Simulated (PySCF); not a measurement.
# CoNOH: relaxation and vibrations of the quartet

The task is one start of a wider search on CoNOH: the quartet, from a linear start. It is relaxed, tested by its Hessian and followed downhill if it is a saddle.

Method: PBE0, basis Co def2-TZVP, N def2-TZVP, O def2-TZVP, H def2-TZVP, no relativity, density fitting; program: PySCF 2.14.0.

### Step 1. The system as given

4 atoms, charge 0, spin multiplicity 4.

Bond lengths: Co1–N2 1.630 Å, Co1–O3 1.740 Å, O3–H4 0.960 Å. Angles: N2–Co1–O3 180.0°, Co1–O3–H4 130.0°.

```xyz
4
charge 0 multiplicity 4
Co    0.0000    0.0000    0.0000
N     0.0000    0.0000    1.6300
O     0.0000    0.0000   -1.7400
H     0.7354    0.0000   -2.3571
```

### Step 2. First SCF at the start

The steps below are one call of a driver around PySCF. For each, scf.py gives the equivalent set-up of the SCF; relaxations use the driver's own optimiser. After this first run the driver tries any further starts and a stability analysis.

File scf.py:

```python
from pyscf import gto, scf, dft
mol = gto.M(atom='''
Co     0.000000     0.000000     0.000000
N      0.000000     0.000000     1.630000
O      0.000000     0.000000    -1.740000
H      0.735400     0.000000    -2.357100''',
    basis={'Co': 'def2-TZVP', 'N': 'def2-TZVP', 'O': 'def2-TZVP', 'H': 'def2-TZVP'},
    charge=0, spin=3)
mf = dft.UKS(mol, xc='PBE0')
mf.grids.atom_grid = (50, 194)
aux = {'Co': 'def2-universal-JKFIT', 'N': 'def2-universal-JKFIT', 'O': 'def2-universal-JKFIT', 'H': 'def2-universal-JKFIT'}
mf = mf.density_fit(auxbasis=aux)
mf.conv_tol = 1e-08
mf.diis_space = 10
mf.max_cycle = 60
mf.init_guess = 'minao'
mf.verbose = 4
mf.kernel()
```

Started as:

```console
$ OMP_NUM_THREADS=4 python axn.py task.json out
```

After this run come: Linear start, quartet: relaxation; Is it a minimum? Harmonic modes; Leaving the saddle point; Frequencies.

What does the calculation give? Wanted: minimum; geometry; wavenumbers; dipole moment; highest occupied, lowest empty level; polar-tensor charge of Co1; zero-point energy; atomisation energy; ⟨S²⟩.

The runs gave:

```
                                          quantity                                                                  value
                                           minimum                                                            quartet, C1
                                          geometry  Co–N 1.583 Å, Co–O 1.764 Å, O–H 0.959 Å; Co–O–H 119.6°, N–Co–O 134.9°
                                wavenumbers (cm⁻¹)                  119 (a), 256 (a), 656 (a), 696 (a), 816 (a), 3897 (a)
                                     dipole moment                                                                 2.02 D
highest occupied, lowest empty level (either spin)                                                        -7.44, -3.41 eV
                        polar-tensor charge of Co1                                                                +0.98 e
                                 zero-point energy                                                            38.5 kJ/mol
                               entropy at 298.15 K                                                        294.5 J/(mol K)
         atomisation energy (no zero-point energy)                                                             978 kJ/mol
                                              ⟨S²⟩                                                                  3.960
```

The linear start ends in a minimum without symmetry. In the infrared the band at 656 cm⁻¹ (a) leads. Most of the spin sits on Co1 (Mulliken spin 2.39, against 3 for the whole molecule). Only this shape and spin were tried, so other structures or states may lie lower. The determinant is spin-contaminated (⟨S²⟩ = 3.96, pure value 3.75). One determinant may miss the lowest occupation of an open d or f shell.
